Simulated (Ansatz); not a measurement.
**Fe4Si in Ansatz: the effect of pseudo set**

The system is Fe4Si.

```
Fe Si
1.0
     0.00000    2.02761    9.46634
     1.52190    0.00000    9.46634
     1.52190    2.02761    0.00000
Fe Si
4 1
Direct
  0.59407 0.59407 0.40593
  0.19797 0.19797 0.80203
  0.80203 0.80203 0.19797
  0.40593 0.40593 0.59407
  0.00000 0.00000 0.00000
```

The cell comes from a database or a generator and needn't be the stable form of this composition.

Alike in all runs:

* Program: Ansatz 0.2.0
* Task: single point
* Functional: PBEsol
* k mesh: 11 × 11 × 11
* Occupations: fermi-dirac, width 0.05 eV
* Spin: collinear spin, ferromagnetic start
* Starting moments: [3.0, 3.0, 3.0, 3.0, 0.0] μB

```tsv
pseudo set	cutoff	pressure (GPa)	moment (μB)	largest force (eV/Å)
Ansatz PAW	420 eV (not typed: the program's choice for these potentials)	-9.2	8.81	0.06
JTH PAW	1320 eV (not typed: the program's choice for these potentials)	-9.6	8.84	0.07
PseudoDojo standard	1225 eV	-8.3	9.04	0.08
PseudoDojo stringent	1605 eV	?	?	?
Ansatz PAW earlier set	844 eV (not typed: the program's choice for these potentials)	-9.2	8.81	0.06
```

Problem. What does the run with pseudo set PseudoDojo stringent give?

Solution. Pressure -8.9 GPa; moment 8.93 μB; largest force 0.08 eV/Å.

Caveats: the PAW data sets come from PBE, with cores solved anew for the run's functional, which leaves a small shift of forces and pressure (some runs).
